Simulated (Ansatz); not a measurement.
# AlH3Se: how energies converge with the basis set

Aim: see how fast density functionals converge with the basis set for AlH3Se.

Computed with Ansatz 0.2.0, Gaussian basis. Level: one geometry, several basis sets.

The runs, in order: PBE0-D4/def2-SVP; ωB97M-V/def2-SVP; PBE0-D4/def2-QZVPP; ωB97M-V/def2-QZVPP; the functionals' def2-TZVPP values are taken from earlier runs.

## Step 1: The relaxed structure

An earlier PBE0-D4 in a triple-zeta def2 set relaxation fixed the geometry.

5 atoms, charge 0, spin multiplicity 1.

Atoms are counted from 1 here; the program's logs count them from 0.

Bond lengths: Al1–Se2 2.314 Å, Al1–H3 1.579 Å, Al1–H4 1.580 Å, Se2–H5 1.469 Å. Angles: Se2–Al1–H3 116.3°, Se2–Al1–H4 119.2°, H3–Al1–H4 124.5°, Al1–Se2–H5 92.2°.

As a file:

```mol
AlH3Se
  3D, bonds by distance, orders not assigned

  5  4  0  0  0  0  0  0  0  0999 V2000
   -0.4352   -0.5307    0.1668 Al  0  0
    0.8703    1.3466    0.5229 Se  0  0
   -1.2368   -1.0727    1.4151 H   0  0
   -0.4741   -1.1810   -1.2728 H   0  0
    1.3256    1.3641   -0.8735 H   0  0
  1  2  8  0
  1  3  8  0
  1  4  8  0
  2  5  8  0
M  END
```

## Step 2: PBE0-D4 in def2-SVP

Input file in.yaml:

```yaml
crystal:
  periodic: [false, false, false]
  atoms:
    - {symbol: Al, position_ang: [-0.435238, -0.530732, 0.166825]}
    - {symbol: Se, position_ang: [0.870291, 1.346572, 0.522905]}
    - {symbol: H, position_ang: [-1.236754, -1.072666, 1.415089]}
    - {symbol: H, position_ang: [-0.474100, -1.180966, -1.272771]}
    - {symbol: H, position_ang: [1.325602, 1.364093, -0.873549]}
basis:
  gaussian: {orbitals: def2-SVP}
hamiltonian: {xc: pbe0, dispersion: d4}
output: {orbitals: {seedname: orbitals}}
```

After this run come: ωB97M-V in def2-SVP; PBE0-D4 in def2-QZVPP; ωB97M-V in def2-QZVPP.

Before running them: what should the planned runs give, taken together? Wanted: PBE0-D4: double and triple zeta above quadruple; ωB97M-V: double and triple zeta above quadruple.

**Answer**, as computed:

| quantity | value |
| --- | --- |
| PBE0-D4: double and triple zeta above quadruple | 11.95, 1.58 eV |
| ωB97M-V: double and triple zeta above quadruple | 11.89, 1.53 eV |

What this shows: PBE0-D4 gains 10.37 eV from double to triple zeta, then 1.58 eV more. Total energies overstate the basis error of differences, where much of it tends to cancel.
